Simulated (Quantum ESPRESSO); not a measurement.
Write the native input for Quantum ESPRESSO 7.5 that does the following.

- Task: single point
- Functional: PBE
- Potentials or basis: SG15 PBE 1.2
- Cutoff: 1197 eV
- Density cutoff: 4789 eV
- k mesh: 7 × 7 × 7
- Occupations: fermi-dirac, width 0.05 eV
- Spin: no spin polarisation
- Mixing beta: 0.5
- Most SCF iterations: 120
- SCF threshold: 4e-10 Ry

Crystal: SiO.

```xyz
2
Lattice="2.8070 0.0000 0.0000 0.0000 2.8070 0.0000 0.0000 0.0000 2.8070" Properties=species:S:1:pos:R:3 pbc="T T T"
Si    0.0000    0.0000    0.0000
O     1.4035    1.4035    1.4035
```

The cell was built by a generator and needn't be a form met in nature.

One way to write it, as run:

pw.in

```
&CONTROL
  calculation = 'scf'
  prefix = 'pwscf'
  outdir = './tmp'
  pseudo_dir = './pseudo'
  tprnfor = .true.
  tstress = .true.
  disk_io = 'nowf'
/
&SYSTEM
  ibrav = 0
  nat = 2
  ntyp = 2
  ecutwfc = 88
  nbnd = 10
  occupations = 'smearing'
  smearing = 'fd'
  degauss = 0.00367493
/
&ELECTRONS
  conv_thr = 4d-10
  electron_maxstep = 120
  mixing_beta = 0.5
/
ATOMIC_SPECIES
Si    28.0850 Si_ONCV_PBE-1.2.upf
O     15.9990 O_ONCV_PBE-1.2.upf
CELL_PARAMETERS angstrom
   2.8069700000    0.0000000000    0.0000000000
   0.0000000000    2.8069700000    0.0000000000
   0.0000000000    0.0000000000    2.8069700000
ATOMIC_POSITIONS crystal
Si     0.0000000000    0.0000000000    0.0000000000
O      0.5000000000    0.5000000000    0.5000000000
K_POINTS automatic
7 7 7 0 0 0
```

Potentials or basis: SG15 PBE 1.2.

Launch:

```console
$ OMP_NUM_THREADS=1 mpirun -n 2 pw.x -nk 2 -in pw.in > pw.out
```

It gave:

```yaml
Pressure: -1.0 GPa
Band_gap_on_the_k_mesh: none (metal or under the smearing width)
```

Caveat: the k mesh is coarse.

Run time: 2.8 s on 2 MPI ranks on Arm Neoverse V1, with other jobs on the host, peak memory 0.1 GiB a rank.
